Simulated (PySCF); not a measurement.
# C3H7O2Si radical: open-shell or spin-flip excitations

Aim: compute the open-shell or spin-flip excitations of C3H7O2Si radical (`C[Si](C)OC=O`).

Computed with PySCF 2.14.0 and routines of our own; the level stands in each step. Atoms count from 0.

## (1) The system as given

13 atoms, charge 0, multiplicity 2; geometry from: GFN2-xTB.

## (2) Open-shell or spin-flip excitations: unrestricted TDDFT M06-2X/def2-SVPD

Job settings and geometry (Å):

```
{"job": {"kind": "uabs", "xc": "M06-2X", "basis": "def2-SVPD", "nstates": 10, "tda": false}, "charge": 0, "multiplicity": 2}
C     -1.934797    -0.733614    -0.259623
Si    -0.332328    -0.049407     0.497648
C      0.149042     1.712514    -0.027798
O      0.783997    -1.183942    -0.060463
C      2.088037    -1.113463    -0.044454
O      2.738990    -0.186574     0.347349
H     -1.876667    -0.728910    -1.346593
H     -2.783296    -0.125474     0.033043
H     -2.126671    -1.753547     0.057668
H     -0.577206     2.445436     0.308343
H      1.120838     1.984614     0.374194
H      0.211912     1.774364    -1.114664
H      2.533760    -2.041511    -0.446888
```

Level: unrestricted TDDFT M06-2X/def2-SVPD, vertical, gas phase, core orbitals frozen in the response.

Run with:

```bash
$ OMP_NUM_THREADS=1 python excited_run.py task.json out
```

One launch serves the whole session: the jobs run in the order shown.

What it wrote:

```text
coarse grid: 49616 points
cycle   1  E = -557.9205236923  dE =  8.746e-01  |g| = 6.027e-01  |ddm| = 3.339e+00
cycle   2  E = -557.8186312308  dE =  1.019e-01  |g| = 8.345e-01  |ddm| = 1.506e+00
cycle   3  E = -558.0718584705  dE = -2.532e-01  |g| = 1.068e-01  |ddm| = 8.730e-01
cycle   4  E = -558.0759498182  dE = -4.091e-03  |g| = 4.805e-02  |ddm| = 1.302e-01
cycle   5  E = -558.0769195403  dE = -9.697e-04  |g| = 1.016e-02  |ddm| = 8.045e-02
cycle   6  E = -558.0769891422  dE = -6.960e-05  |g| = 3.871e-03  |ddm| = 3.199e-02
cycle   7  E = -558.0770028986  dE = -1.376e-05  |g| = 9.869e-04  |ddm| = 1.565e-02
cycle   8  E = -558.0770041326  dE = -1.234e-06  |g| = 2.932e-04  |ddm| = 5.764e-03
final grid: 105576 points
cycle   9  E = -558.0770231052  dE = -4.866e-06  |g| = 1.333e-03  |ddm| = 2.017e-02
cycle  10  E = -558.0770232903  dE = -1.851e-07  |g| = 1.308e-03  |ddm| = 3.270e-03
cycle  11  E = -558.0770240446  dE = -7.543e-07  |g| = 1.872e-04  |ddm| = 1.499e-03
cycle  12  E = -558.0770240585  dE = -1.389e-08  |g| = 9.756e-05  |ddm| = 3.235e-04
cycle  13  E = -558.0770240644  dE = -5.845e-09  |g| = 2.907e-05  |ddm| = 2.798e-04
cycle  14  E = -558.0770240650  dE = -5.996e-10  |g| = 1.319e-05  |ddm| = 7.074e-05
converged SCF energy = -558.0770240650

Static polarisability (au): isotropic 72.013, principal 59.034 73.407 83.598

<S^2> of the reference = 0.7521 (exact 0.7500)

Excitations
state   eV       nm        f      <S^2>   main configurations
  1   4.5960    269.8   0.01098   0.897   H-1b->Lb 0.52, Hb->Lb 0.40
  2   4.7351    261.8   0.05997   0.974   Ha->La 0.46, Ha->L+4a 0.16, Ha->L+1a 0.11
  3   4.7900    258.8   0.01968   1.387   H-1b->Lb 0.25, Hb->Lb 0.21, Hb->L+1b 0.12
  4   5.1011    243.1   0.00747   0.898   Ha->L+4a 0.35, Ha->L+2a 0.27, Ha->La 0.17
  5   5.3617    231.2   0.00710   1.701   H-1a->L+1a 0.26, H-1a->La 0.24, Hb->Lb 0.12, Ha->La 0.09
  6   5.4551    227.3   0.01399   1.017   Ha->L+1a 0.56, Ha->La 0.13
  7   5.7543    215.5   0.07789   0.902   Ha->L+3a 0.63, Ha->L+9a 0.10
  8   5.7942    214.0   0.00155   0.984   Hb->Lb 0.18, Hb->L+1b 0.17, Hb->L+3b 0.14
  9   5.9745    207.5   0.03926   1.315   H-2b->Lb 0.51, Ha->L+3a 0.09
 10   6.3411    195.5   0.07446   0.893   Ha->L+5a 0.40, Ha->L+2a 0.18, Ha->L+4a 0.13
```

Run time: 1.9 min. Hardware: 1 thread of Arm Neoverse V1, shared host; peak memory 0.78 GiB.

Key values:

```
quantity  value
    ⟨S²⟩  0.752
```

Löwdin spin populations:

C0 0.09; Si1 0.64; C2 0.10; O3 0.11; C4 0.01; O5 0.01; H6 0.01; H7 0.00; H8 0.00; H9 0.00; H10 0.00; H11 0.01; H12 0.00

With diffuse functions Löwdin's scheme smears the spin, so small populations can have the wrong sign.

## (3) Summary of results

```
                                                                                           quantity                        value
lowest and brightest state of nearly pure spin, of 10 (step 2, unrestricted TDDFT M06-2X/def2-SVPD)  4.60 eV; 5.75 eV, f = 0.078
```

In words: States whose ⟨S²⟩ lies well above the reference's are mixtures of spin states, an artefact of the unrestricted response, and are left out of the summary.
